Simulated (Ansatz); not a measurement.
# CH9BSSi2: the cost of one run

The runs use Ansatz 0.2.0, Gaussian basis; the settings change from run to run.

## Step 1: The geometry

The structure was relaxed beforehand with PBE0-D4 in a triple-zeta def2 set.

14 atoms, charge 0, spin multiplicity 1.

Atoms are counted from 1 here; the program's logs count them from 0.

Bond lengths: B1–C2 1.553 Å, B1–H6 1.195 Å, B1–H7 1.197 Å, C2–S3 1.818 Å, C2–H8 1.100 Å, C2–H9 1.098 Å, S3–Si4 2.133 Å, Si4–Si5 2.342 Å, Si4–H10 1.492 Å, Si4–H11 1.487 Å, Si5–H12 1.490 Å, Si5–H13 1.487 Å, Si5–H14 1.489 Å. Angles: C2–B1–H6 122.6°, C2–B1–H7 117.7°, H6–B1–H7 119.7°, B1–C2–S3 114.6°, B1–C2–H8 106.4°, B1–C2–H9 109.1°, S3–C2–H8 110.7°, S3–C2–H9 110.6°, H8–C2–H9 104.8°, C2–S3–Si4 100.1°, S3–Si4–Si5 111.2°, S3–Si4–H10 110.3°, S3–Si4–H11 105.9°, Si5–Si4–H10 109.9°, Si5–Si4–H11 110.4°, H10–Si4–H11 109.1°, Si4–Si5–H12 110.1°, Si4–Si5–H13 109.8° and more.

## Step 2: B97M-V/x2c-TZVPPall

Set apart from the defaults: atoms shaken by 0.03 Å, the search for lower states set to off.

in.yaml

```yaml
crystal:
  periodic: [false, false, false]
  atoms:
    - {symbol: B, position_ang: [-1.684837, 2.132371, 1.179084]}
    - {symbol: C, position_ang: [-1.082316, 0.919235, 0.528344]}
    - {symbol: S, position_ang: [-0.265972, -0.326822, 1.588102]}
    - {symbol: Si, position_ang: [0.336005, -1.749625, 0.146837]}
    - {symbol: Si, position_ang: [1.896734, -0.894053, -1.298053]}
    - {symbol: H, position_ang: [-1.488668, 2.296414, 2.370520]}
    - {symbol: H, position_ang: [-2.250402, 2.914808, 0.519794]}
    - {symbol: H, position_ang: [-0.425031, 1.235249, -0.252667]}
    - {symbol: H, position_ang: [-1.898515, 0.401714, -0.058537]}
    - {symbol: H, position_ang: [-0.825928, -2.299942, -0.620915]}
    - {symbol: H, position_ang: [0.919882, -2.846295, 0.937242]}
    - {symbol: H, position_ang: [1.439962, 0.388198, -1.927873]}
    - {symbol: H, position_ang: [3.209069, -0.588888, -0.610097]}
    - {symbol: H, position_ang: [2.303058, -1.830097, -2.450059]}
basis:
  gaussian: {orbitals: x2c-TZVPPall}
hamiltonian: {xc: {name: B97M-V}}
scf: {lower_state_search: off}
output: {forces: true}
```

Run with:

```console
> ansatz run in.yaml --threads 4 --pin off --events-out ev --progress --plain --max-ram 10444MiB
```

What time and memory should one allow on 4 threads of Arm Neoverse V1, shared host?

About 11 s, with a peak of 0.58 GiB.
